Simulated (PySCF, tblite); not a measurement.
# C4H5F3S: geometry, infrared bands and NMR shifts

Aim: predict the infrared bands and NMR shifts of C4H5F3S (`C[C@@]1(C(F)(F)F)CS1`).

Programs: tblite 0.8.0 and PySCF 2.14.0, with density-fitted response routines of our own. Each step states its level of theory. These are calculated values for one molecule in the gas phase, unless marked as measured. Atoms are numbered from 0 throughout.

## Step 1: The molecule as given

13 atoms, charge 0, multiplicity 1; geometry from: force field or distance geometry start.

Bonds of the start (Å): C0–C1 1.52, C1–C2 1.49, C2–F3 1.36, C2–F4 1.35, C2–F5 1.36, C1–C6 1.51, C6–S7 1.73, S7–C1 1.75, C0–H8 1.10, C0–H9 1.09, C0–H10 1.09, C6–H11 1.09, C6–H12 1.09.

## Step 2: Relaxing the molecule with GFN2-xTB

The job: settings as JSON, then the geometry in Å.

```
{"job": {"kind": "relax", "xc": "GFN2-xTB", "basis": "xTB"}, "charge": 0, "multiplicity": 1}
C      1.414500    -0.315500    -0.165500
C     -0.035300    -0.071100     0.206900
C     -0.494400     1.326700    -0.017500
F     -1.813100     1.511500     0.274300
F      0.213200     2.218600     0.710900
F     -0.358200     1.654500    -1.331700
C     -1.011500    -1.204800     0.029700
S     -0.557900    -0.882100     1.671000
H      1.728000    -1.352700    -0.001000
H      1.551900    -0.091600    -1.222300
H      2.069100     0.335300     0.412100
H     -0.665200    -2.151900    -0.372200
H     -2.045600    -0.976200    -0.212300
```

The run is started by

```bash
OMP_NUM_THREADS=1 python probes_run.py task.json out
```

The driver reads the jobs from task.json and runs them one after another.

**Question.** This job is followed by: GFN2-xTB harmonic vibrations, gas phase; GIAO PBE0/pcSseg-1 NMR shielding, non-relativistic, gas phase. What will the session give for the following? strongest single infrared mode (GFN2-xTB); zero-point energy (GFN2-xTB); ¹³C shifts against TMS (PBE0/pcSseg-1); ¹H shifts against TMS (PBE0/pcSseg-1, means over atoms taken as alike); ¹⁹F shifts against CFCl3 (PBE0/pcSseg-1, means over atoms taken as alike); ³³S shifts against CS2 (PBE0/pcSseg-1).

The runs gave:

| quantity | value |
| --- | --- |
| strongest single infrared mode (GFN2-xTB) | 1085 cm⁻¹, 227 km/mol |
| zero-point energy (GFN2-xTB) | 53.2 kcal/mol |
| ¹³C shifts against TMS (PBE0/pcSseg-1) | 135.4, 43.8, 31.0, 22.6 ppm |
| ¹H shifts against TMS (PBE0/pcSseg-1, means over atoms taken as alike) | 2.66, 2.26, 1.84 ppm |
| ¹⁹F shifts against CFCl3 (PBE0/pcSseg-1, means over atoms taken as alike) | -90.3 ppm |
| ³³S shifts against CS2 (PBE0/pcSseg-1) | -141 ppm |

Relaxing lowered the energy by 0.155 eV in 35 steps; the close pair that moved most is C6–S7, from 1.733 to 1.801 Å. No mode is imaginary among the 33: a minimum at this level. The strongest single mode, at 1085 cm⁻¹, moves mainly C2. GFN2-xTB is a fitted tight-binding method: band positions and strengths are rough. Its intensities can rank the bands wrongly. At PBE0/pcSseg-1: The largest span, 872 ppm, is at S7, where the paramagnetic term is -411 ppm.
